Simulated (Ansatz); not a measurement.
# F₂H₅NSi: search for a transition state

Aim: find the saddle point of a four-centre ligand exchange that is to form Si1–H7, N2–H6 and break Si1–N2, H6–H7, prove it by its vibrations, and relax downhill on both sides to see what it joins.

The runs use Ansatz 0.2.0, Gaussian basis; PBE0-D4, def2-SVP first, then def2-TZVP.

31 further runs of the same task are left out: 31 set aside as unsound or not needed.

### Step 1. The starting structure

The guess: 9 atoms, charge 0, spin multiplicity 1.

Atoms are counted from 1 here; the program's logs count them from 0.

Bond lengths: Si1–F3 1.616 Å, Si1–F4 1.592 Å, Si1–H5 1.438 Å, N2–H8 1.015 Å, N2–H9 1.012 Å. Angles: F3–Si1–F4 99.9°, F3–Si1–H5 98.3°, F4–Si1–H5 117.2°, H8–N2–H9 107.1°.

As a file:

| atom | x (Å) | y (Å) | z (Å) |
| --- | --- | --- | --- |
| Si1 | -0.8547 | -0.3004 | -0.2294 |
| N2 | 1.1775 | 0.2120 | 0.0902 |
| F3 | -0.4920 | -1.6243 | -1.0822 |
| F4 | -1.1774 | -0.9638 | 1.1809 |
| H5 | -1.9717 | 0.1515 | -1.0143 |
| H6 | 0.4348 | 1.2155 | 0.5940 |
| H7 | -0.5374 | 1.3681 | 0.5677 |
| H8 | 1.7100 | -0.4503 | 0.6443 |
| H9 | 1.7109 | 0.3918 | -0.7512 |

Distances that are to change: Si1–H7 1.88 Å, N2–H6 1.35 Å, Si1–N2 2.12 Å, H6–H7 0.98 Å.

### Step 2. Constrained relaxation of the guess

Input file hold/in.yaml:

```yaml
crystal:
  periodic: [false, false, false]
  atoms:
    - {symbol: Si, position_ang: [-0.854700, -0.300400, -0.229400]}
    - {symbol: N, position_ang: [1.177500, 0.212000, 0.090200]}
    - {symbol: F, position_ang: [-0.492000, -1.624300, -1.082200]}
    - {symbol: F, position_ang: [-1.177400, -0.963800, 1.180900]}
    - {symbol: H, position_ang: [-1.971700, 0.151500, -1.014300]}
    - {symbol: H, position_ang: [0.434800, 1.215500, 0.594000]}
    - {symbol: H, position_ang: [-0.537400, 1.368100, 0.567700]}
    - {symbol: H, position_ang: [1.710000, -0.450300, 0.644300]}
    - {symbol: H, position_ang: [1.710900, 0.391800, -0.751200]}
basis:
  gaussian: {orbitals: def2-SVP}
hamiltonian: {xc: pbe0, dispersion: d4}
relax: {f_tol: 0.08, max_steps: 120, escape_saddle: false, constraints: [{distance: [0, 6]}, {distance: [1, 5]}, {distance: [0, 1]}, {distance: [5, 6]}]}
```

No record of the launch command was kept for these runs.

After this run come: Saddle search in the small basis; Saddle search in triple zeta; Checking the order of the point; Relaxing after a step of 0.30 Å one way along the mode; Relaxing after a step of 0.30 Å the other way along the mode.

Q: Predict the outcome of this session. Wanted: imaginary mode; barrier from the start side; barrier from the end side; energy of the step; pairs that change; zero-point energy at the saddle.

The runs gave:

| quantity | value |
| --- | --- |
| imaginary mode | 1427i cm⁻¹ |
| barrier from the start side | 1.948 eV |
| barrier from the end side | 1.682 eV |
| energy of the step | +0.266 eV |
| pairs that change | Si1–H7 formed, N2–H6 formed, Si1–N2 broken, H6–H7 broken |
| zero-point energy at the saddle | 1.527 eV |

In words: One imaginary mode, 1427i cm⁻¹, makes this a first-order saddle. Going downhill both ways gives the intended start and end. At PBE0-D4/def2-TZVP the electronic barrier is 1.948 eV, about 76 kT at 298 K, and the step runs 0.266 eV uphill. With so stiff a mode tunnelling counts: Wigner's rough correction is a factor of 3.0 at 298 K. Lower complexes than these ends may exist.
